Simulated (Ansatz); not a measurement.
Geometry optimisation, Ansatz, DFT LDA, scalar-relativistic, plane waves, PAW.

input.yaml

```yaml
accuracy: low
crystal:
  lattice:
    - [-2.84464, -4.927061, 0.0]
    - [4.26696, -2.463531, 0.0]
    - [0.0, 0.0, 5.58776]
  atoms:
    - { symbol: W, position: [0.75, 0.5, 0.0] }
    - { symbol: C, position: [0.5, 0.6666667, 0.25] }
    - { symbol: W, position: [0.75, 0.5, 0.5] }
    - { symbol: C, position: [0.5, 0.6666667, 0.75] }
    - { symbol: W, position: [0.5, 0.0, 0.0] }
    - { symbol: C, position: [0.25, 0.1666667, 0.25] }
    - { symbol: W, position: [0.5, 0.0, 0.5] }
    - { symbol: C, position: [0.25, 0.1666667, 0.75] }
    - { symbol: W, position: [0.25, 0.5, 0.0] }
    - { symbol: C, position: [0.0, 0.6666667, 0.25] }
    - { symbol: W, position: [0.25, 0.5, 0.5] }
    - { symbol: C, position: [0.0, 0.6666667, 0.75] }
    - { symbol: W, position: [0.0, 0.0, 0.0] }
    - { symbol: C, position: [0.75, 0.1666667, 0.25] }
    - { symbol: W, position: [0.0, 0.0, 0.5] }
    - { symbol: C, position: [0.75, 0.1666667, 0.75] }
    - { symbol: Na, position: [0.0025608, 0.3317412, 0.63704] }
basis:
  ecutwfc: 420.0
kpoints:
  mp_grid: { grid: [2, 2, 2] }
hamiltonian:
  xc: lda
scf:
  occupations: { method: fermi_dirac, width: 0.15 }
  lower_state_search: "off"
relax:
  f_tol: 0.08
  max_steps: 25
  adjacent_minimum: "off"
```

Run as:

```bash
$ ansatz run input.yaml --threads 1 --pin off --max-ram 3072MiB --backend cpu --events-out ev --progress --plain --runs-dir out
```

Where does it end, and by what steps?

The forces met the threshold. The threshold is loose, so the end isn't yet a minimum. Limits of this set-up: coarse k mesh, odd electron count without spin, low accuracy level. After 5 steps the energy has fallen by 7.487 eV; Na17 moved furthest, 0.59 Å. The start is strongly strained (largest force component 15 eV/Å).

```
step  energy less start (eV)  largest force component (eV/Å)  accepted
   0                  0.0000                          14.569       yes
   1                 -6.1290                           2.691       yes
   2                 -6.9344                           1.697       yes
   3                 -7.3409                           0.901       yes
   4                 -7.4830                           0.139       yes
   5                 -7.4875                           0.027       yes
```

```xyz
17
Lattice="-2.8446 -4.9271 0.0000 4.2670 -2.4635 0.0000 0.0000 0.0000 5.5878" Properties=species:S:1:pos:R:3
W 0.064 -4.885 0.013
C 1.428 -4.110 1.360
W 0.064 -4.885 2.706
C 1.410 -4.100 4.154
W -1.438 -2.456 -0.010
C -0.012 -1.666 1.360
W -1.438 -2.456 2.730
C -0.184 -1.731 4.154
W 1.417 -2.541 0.013
C 2.837 -1.639 1.360
W 1.417 -2.542 2.706
C 3.020 -1.744 4.154
W -0.034 0.019 0.032
C -1.408 -4.086 1.360
W -0.035 0.019 2.688
C -1.438 -3.903 4.154
Na 1.427 -0.825 4.152
```

Run time: 36 s on 1 thread of Arm Neoverse V1, with other jobs on the host, peak memory 0.44 GiB.
